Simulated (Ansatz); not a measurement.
I need a ladder of methods at one geometry of BrLi (charge +1). Use Ansatz 0.2.0, Python API. Settings (for the species named): MP2, def2-SVP basis, multiplicity 2. The script varies method: mp2, ccsd, ccsd_t, ccsdt_q.

```yaml
atoms:
  - { symbol: Li, position_ang: [0.0000, 0.0000, 0.0000] }
  - { symbol: Br, position_ang: [0.0000, 0.0000, 2.5000] }
```

Script `run_methods.py`:
```python
# -*- coding: utf-8 -*-
'''BrLi(+) at several levels of theory.'''

import ansatz as az

params = {
    'basis': 'def2-SVP',
    'charge': 1,
}


def main():
    geometry = (
        az.Crystal.molecule()
        .atom('Li', (0.0, 0.0, 0.0))
        .atom('Br', (0.0, 0.0, 2.5))
    )

    calculation = (
        geometry.calculation()
        .basis(gaussian=params['basis'])
        .charge(params['charge'])
        .spin('collinear', total=1)
    )

    methods = ['mp2', 'ccsd', 'ccsd_t', 'ccsdt_q']
    reports = [calculation.correlation(m).run().report for m in methods]
    print(f'Hartree-Fock reference {reports[0]["reference_energy_ev"] / 27.211386246:.6f} Ha')
    best = reports[-1]['free_energy_ev'] - reports[-1]['reference_energy_ev']
    for method, each in zip(methods, reports):
        gained = each['free_energy_ev'] - each['reference_energy_ev']
        print(f'{method:8s} total {each["free_energy_ev"] / 27.211386246:.6f} Ha  correlation {gained:9.4f} eV  ({100 * gained / best:.1f} % of the last)')


if __name__ == '__main__':
    main()
```

```console
$ python run_methods.py
Hartree-Fock reference -2579.334294 Ha
mp2      total -2579.544440 Ha  correlation   -5.7184 eV  (95.4 % of the last)
ccsd     total -2579.551302 Ha  correlation   -5.9051 eV  (98.5 % of the last)
ccsd_t   total -2579.554601 Ha  correlation   -5.9949 eV  (100.0 % of the last)
ccsdt_q  total -2579.554675 Ha  correlation   -5.9969 eV  (100.0 % of the last)
```

Caveats:
- Total energies depend on the basis set; only differences at equal settings carry meaning.
- The geometry is a force-field or estimated start, not a minimum of this method, and the basis set is short of its limit. A lower total doesn't mark the better method: functionals have no common bound, and MP2 and coupled cluster aren't variational.
- The run takes the species as open-shell (spin multiplicity 2), which needn't be its ground state.
- Inner cores stay frozen; a filled d shell under the valence of the heavier atoms is correlated with it.
- The spin state was assumed, and another may lie lower.
- Run time: 30 s on 1 thread of Arm Neoverse V2 (shared host), peak memory 0.57 GiB.
